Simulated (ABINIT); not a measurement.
Crystal: RhN.

```
Rh N
1.0
     2.66640    0.00000    0.00000
     0.00000    2.66640    0.00000
     0.00000    0.00000    2.66640
Rh N
1 1
Cartesian
  0.0000 0.0000 0.0000
  1.3332 1.3332 1.3332
```

The cell comes from a database or a generator and needn't be the stable form of this composition.

Program: ABINIT 10.8.3 (patched build). Alike in all runs: task single point; spin collinear, ferromagnetic start; cell as given; k mesh 7 × 7 × 7; cutoff (eV) 707; smearing gaussian 0.05 eV.

Question: Order these runs on this cell by their pressure, lowest first.
A. level r2SCAN+U; potentials or basis JTH PAW PBE v2.0; U Rh d U = 6 eV
B. level LDA+U; potentials or basis JTH PAW LDA v2.0; U Rh d U = 8 eV
C. level r2SCAN+U; potentials or basis JTH PAW PBE v2.0; U Rh d U = 1 eV

Answer: C (13.9 GPa), B (25.4 GPa), A (45.0 GPa).

Caveats: the PAW data sets were made with another functional, which shifts forces and pressure a little (some runs); the moment fell far below its start of 4 μB, so a state of higher moment may lie lower in energy (some runs); a pressure of tens of GPa on the cell as given is suspect, and the run, the potentials or the cell itself is likely at fault (some runs).

Runs at the PBE level aren't shown here.
